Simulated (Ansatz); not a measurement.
Run this with the Ansatz DFT code, driven from Python and show what comes out.

Contents of `bh5osn.xyz`:
```text
8

B    -0.99830    0.50900   -0.97280
Sn    0.70010    0.12840    0.30800
O     0.65590   -1.77750    0.81920
H    -1.10450   -0.01290   -2.00990
H    -1.84620    1.34710   -0.66770
H     0.62120    1.14640    1.74260
H     2.20340    0.48680   -0.56500
H    -0.13930   -1.88450    1.28970
```

The script, `bh5osn_scan.py`:
```python
'''Stretching a bond of BH5OSn, the rest held rigid.'''

import ansatz as az
import numpy as np


def main() -> None:
    system = az.Crystal.molecule_from_extxyz('bh5osn.xyz')

    symbols = [site.symbol for site in system.cartesian_sites]
    start = np.array([site.position_ang for site in system.cartesian_sites])
    axis = (start[3] - start[0]) / np.linalg.norm(start[3] - start[0])
    moving = [3]
    lengths, energies = [1.026, 1.073, 1.119, 1.166, 1.212, 1.259, 1.306, 1.376], []
    for length in lengths:
        xyz = start.copy()
        xyz[moving] += (length - np.linalg.norm(start[3] - start[0])) * axis
        point = az.Crystal.molecule()
        for symbol, place in zip(symbols, xyz):
            point = point.atom(symbol, place.tolist())
        calculation = point.calculation()
        calculation = calculation.basis(gaussian='def2-SVP').functional('cam_b3lyp')
        data = calculation.run().report
        energies.append(data['free_energy_ev'])
        print(f'r = {length:6.3f} A  E = {energies[-1]:.5f} eV  <S^2> = {abs(data["mean_field"]["state"]["spin_squared"]):.3f}')

    # quartic fit about the minimum
    fit = np.polynomial.Polynomial.fit(lengths, np.array(energies) - min(energies), 4).convert()
    roots = [r.real for r in fit.deriv().roots() if abs(r.imag) < 1e-9 and fit.deriv(2)(r.real) > 0]
    r_e = min(roots, key=lambda r: abs(r - lengths[int(np.argmin(energies))]))
    print(f'minimum of the fit at {r_e:.4f} A, force constant {fit.deriv(2)(r_e):.2f} eV/A^2')


if __name__ == '__main__':
    main()
```

`python bh5osn_scan.py` gives:
```text
r =  1.026 A  E = -8629.86783 eV  <S^2> = 0.000
r =  1.073 A  E = -8630.12555 eV  <S^2> = 0.000
r =  1.119 A  E = -8630.28184 eV  <S^2> = 0.000
r =  1.166 A  E = -8630.36285 eV  <S^2> = 0.000
r =  1.212 A  E = -8630.38035 eV  <S^2> = 0.000
r =  1.259 A  E = -8630.34782 eV  <S^2> = 0.000
r =  1.306 A  E = -8630.27507 eV  <S^2> = 0.000
r =  1.376 A  E = -8630.10962 eV  <S^2> = 0.000
minimum of the fit at 1.2037 A, force constant 23.87 eV/A^2
```

Total energies depend on the basis set; only differences at equal settings carry meaning. The rest of the molecule is held rigid at a force-field or estimated start geometry, and the basis set is modest; single-reference methods fail as a bond breaks. def2 sets replace the cores of elements past krypton by effective core potentials. The orbitals are restricted, so S² is zero by construction. It ran for 7.6 s on 1 thread of AMD EPYC 9R45 (Zen 5), on a shared host, peak memory 0.24 GiB.
